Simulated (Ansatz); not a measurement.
**PBE-QIDH/cc-pVDZ run of BNH3F3 (SMILES [NH3+][B-](F)(F)F)**

What is the energy change on altering one bond length of BNH3F3 at PBE-QIDH/cc-pVDZ? 

The calculation is run with Ansatz 0.2.0.

83 further runs of the same task are left out: 83 set aside as unsound or not needed.

### 1 Starting point

BNH3F3 has 8 atoms, charge 0, and is taken as a singlet. SMILES: `[NH3+][B-](F)(F)F`. Geometry: relaxed at PBE0-D4/def2-TZVP.

Bond lengths: N1–B2 1.674 Å, B2–F3 1.368 Å, B2–F4 1.368 Å, B2–F5 1.368 Å, N1–H6 1.015 Å, N1–H7 1.015 Å, N1–H8 1.015 Å. Some angles: N1–B2–F3 104.1°, N1–B2–F4 104.1°, N1–B2–F5 104.1°, F3–B2–F4 114.2°, F3–B2–F5 114.2°, F4–B2–F5 114.2°, B2–N1–H6 110.1°, B2–N1–H7 110.1°, B2–N1–H8 110.1°, H6–N1–H7 108.9°.

### 2 A single-point energy at PBE-QIDH/cc-pVDZ

File in.yaml:

```yaml
crystal:
  periodic: [false, false, false]
  atoms:
    - {symbol: "N", position_ang: [-0.501800, -0.052400, 0.645700]}
    - {symbol: B, position_ang: [0.531500, 0.038700, -0.668100]}
    - {symbol: F, position_ang: [1.521100, -0.860400, -0.378100]}
    - {symbol: F, position_ang: [-0.251400, -0.312100, -1.733900]}
    - {symbol: F, position_ang: [0.943600, 1.343300, -0.679400]}
    - {symbol: H, position_ang: [-1.280300, 0.587300, 0.522000]}
    - {symbol: H, position_ang: [-0.006300, 0.194600, 1.496700]}
    - {symbol: H, position_ang: [-0.864300, -0.996100, 0.739300]}
basis:
  gaussian: {orbitals: cc-pVDZ}
correlation: {frozen_orbitals: {B: 1, F: 1, H: 0, "N": 1}}
output: {orbitals: {seedname: orbitals}}
hamiltonian: {xc: {name: PBE-QIDH}}
magnetization: {spin_polarized: false, initial_magnetization: 0}
accuracy: high
```

The run is started by

```console
ansatz run in.yaml --threads 1 --pin off --max-ram 3480MiB --events-out events.jsonl --progress --plain --runs-dir runs
```

The log of the run:

```text
Warning: RAYON_NUM_THREADS=1 ignored (pool sized by the plan → 1); use --threads N
Functional definition: PBE-QIDH
  name "PBE-QIDH"
  parameter a = 3^(-1/3)
  parameter c = 1/3
  exchange = (1 - a)*pbe_x + a*exact_x
  correlation = (1 - c)*pbe_c + c*(mp2_os + mp2_ss)
1941 factors; integrals over basis functions are off by at most 3.2e-9 eV
mean field evaluation 1: about -10346.5303 eV, gradient 4.4e1 eV
mean field evaluation 2: about -10346.6179 eV, gradient 4.4e1 eV
mean field evaluation 4: about -10349.8558 eV, gradient 2.0e0 eV
mean field evaluation 8: about -10349.8743 eV, gradient 3.1e-2 eV
mean field evaluation 16: about -10349.8743 eV, gradient 1.8e-6 eV
mean field -10349.87432405 eV, -380.3508660122 hartree, gradient 1.9e-8 eV, S^2 0.000000; 0 other end points of the search recorded, 0 dependent functions left out
5 core orbitals not correlated: weight in the atoms' cores, before any rotation towards them, 1.000 or more for the frozen orbitals, at most 0.000 for the correlated occupied ones
reference -10349.87432496 eV, -380.3508660455 hartree; 16, 16 occupied and 64, 64 virtual orbitals, 1941 factors
second order -25.08331989 eV of doubles, -0.00000000 eV of singles
Total energy: -10358.23543159 eV, -380.6581310468 hartree
```

Wall time 10 s (1 thread of Arm Neoverse V1, shared host); peak memory 0.27 GiB.

### 3 The distorted shape, same level

File job.yaml:

```yaml
crystal:
  periodic: [false, false, false]
  atoms:
    - {symbol: N, position_ang: [-0.898177, -0.249988, -0.035060]}
    - {symbol: B, position_ang: [0.135123, -0.158888, -1.348860]}
    - {symbol: F, position_ang: [1.124723, -1.057988, -1.058860]}
    - {symbol: F, position_ang: [-0.647777, -0.509688, -2.414660]}
    - {symbol: F, position_ang: [0.547223, 1.145712, -1.360160]}
    - {symbol: H, position_ang: [-1.676677, 0.389712, -0.158760]}
    - {symbol: H, position_ang: [-0.006300, 0.194600, 1.496700]}
    - {symbol: H, position_ang: [-1.260677, -1.193688, 0.058540]}
basis:
  gaussian:
    orbitals: cc-pVDZ
hamiltonian:
  xc: {name: PBE-QIDH}
correlation:
  frozen_orbitals: {B: 1, F: 1, H: 0, "N": 1}
accuracy: high
output: {orbitals: {seedname: orbitals}}
```

The run is started by

```console
ansatz run job.yaml --threads 1 --pin off --max-ram 3480MiB --events-out events.jsonl --progress --plain --runs-dir runs
```

The log of the run (excerpt; [...] marks lines left out):

```text
Warning: RAYON_NUM_THREADS=1 ignored (pool sized by the plan → 1); use --threads N
Functional definition: PBE-QIDH
  name "PBE-QIDH"
[...]
1932 factors; integrals over basis functions are off by at most 3.5e-9 eV
[...]
mean field -10345.46763168 eV, -380.1889230543 hartree, gradient 3.5e-8 eV, S^2 0.000000; 0 other end points of the search recorded, 0 dependent functions left out; unrestricted orbitals would lower it
5 core orbitals not correlated: weight in the atoms' cores, before any rotation towards them, 1.000 or more for the frozen orbitals, at most 0.000 for the correlated occupied ones
reference -10345.46763265 eV, -380.1889230899 hartree; 16, 16 occupied and 64, 64 virtual orbitals, 1932 factors
second order -25.99694292 eV of doubles, -0.00000000 eV of singles
Total energy: -10354.13328029 eV, -380.5073797670 hartree
```

It took 11 s on 1 thread of Arm Neoverse V1, shared host; peak memory 0.27 GiB.

### 4 What came out

Level: PBE-QIDH/cc-pVDZ, 5 core orbitals frozen.

```
                                                         quantity          value
                                        first shape: total energy  -380.65813 Eh
                   first shape: HOMO energy (SCF part's orbitals)      -13.23 eV
                   first shape: LUMO energy (SCF part's orbitals)        2.25 eV
                 first shape: HOMO–LUMO gap (SCF part's orbitals)       15.48 eV
                                    distorted shape: total energy  -380.50738 Eh
               distorted shape: HOMO energy (SCF part's orbitals)      -12.58 eV
               distorted shape: LUMO energy (SCF part's orbitals)       -2.61 eV
             distorted shape: HOMO–LUMO gap (SCF part's orbitals)        9.97 eV
energy change with the N1–H7 bond stretched from 1.015 to 1.827 Å       4.102 eV
```

With the N1–H7 bond stretched from 1.015 to 1.827 Å the energy rises by 4.10 eV (95 kcal/mol). The first shape isn't relaxed at this level, so the change isn't measured from a minimum. The restricted solution (distorted shape) is unstable to spin breaking: an unrestricted one lies lower.
